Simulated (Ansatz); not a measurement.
# C3H5In: the cost of one run

Computed with Ansatz 0.2.0. Level: RKS PBE-D4/def2-TZVP.

## Step 1: Where the work starts

SMILES `CC#[C][InH2]`, 9 atoms, charge 0, spin multiplicity 1.

Atoms are counted from 1 here; the program's logs count them from 0.

Bond lengths: C1–C2 1.456 Å, C1–H5 1.111 Å, C1–H6 1.111 Å, C1–H7 1.110 Å, C2–C3 1.236 Å, C3–In4 2.107 Å, In4–H8 1.736 Å, In4–H9 1.736 Å. Angles: C2–C1–H5 111.2°, C2–C1–H6 111.1°, C2–C1–H7 111.8°, H5–C1–H6 107.2°, H5–C1–H7 107.7°, H6–C1–H7 107.6°, C1–C2–C3 180.0°, C2–C3–In4 179.9°, C3–In4–H8 117.4°, C3–In4–H9 117.4°, H8–In4–H9 125.2°.

As a file:

```
C     1.5714   -0.1839    1.3859
C     0.4841   -0.0550    0.4262
C    -0.4391    0.0544   -0.3882
In   -2.0122    0.2377   -1.7785
H     1.3250    0.3224    2.3432
H     1.7742   -1.2502    1.6210
H     2.5138    0.2607    1.0023
H    -1.6385    0.9457   -3.3191
H    -3.5788   -0.3317   -1.2926
```

This geometry comes from a loose relaxation at PBE in a small basis, which is not shown.

## Step 3: The grid

The axes are (1) angle C1–C2–C3 (carried through 180): 13 values from 140.0 to 220.0 °; (2) change of the bonds C2–C1, C2–C3, all alike: 13 values from −0.147 to 0.228 Å.

Nothing else is relaxed (all other coordinates rigid). Energies count from the relaxed molecule at the same level. Points are written as (first, second).

(The set-up runs are not shown.)

## Step 4: Point (160.0°, 0.040 Å)

File input.yaml:

```yaml
crystal:
  periodic: [false, false, false]
  atoms:
    - { symbol: C, position_ang: [1.595359, 0.072839, 1.407162] }
    - { symbol: C, position_ang: [0.480603, -0.05486, 0.422632] }
    - { symbol: C, position_ang: [-0.436213, 0.273014, -0.385691] }
    - { symbol: In, position_ang: [-1.953051, 0.81499, -1.726212] }
    - { symbol: H, position_ang: [1.276522, 0.645085, 2.292129] }
    - { symbol: H, position_ang: [1.927345, -0.917428, 1.755813] }
    - { symbol: H, position_ang: [2.464899, 0.585105, 0.967778] }
    - { symbol: H, position_ang: [-1.48376, 1.636646, -3.171013] }
    - { symbol: H, position_ang: [-3.576267, 0.405611, -1.301507] }
basis:
  gaussian: { orbitals: def2-TZVP }
hamiltonian:
  xc: pbe
  dispersion: d4
output:
  forces: true
```

Command:

```console
$ ansatz run input.yaml --threads 1 --pin off --max-ram 2560MiB --backend cpu --events-out ev --progress --plain --runs-dir out
```

**Question.** How long does this run take on 1 thread of Intel Xeon 6975P-C (Granite Rapids), shared host, and how much memory does it need?

About 3.8 s, with a peak of 0.2 GiB.
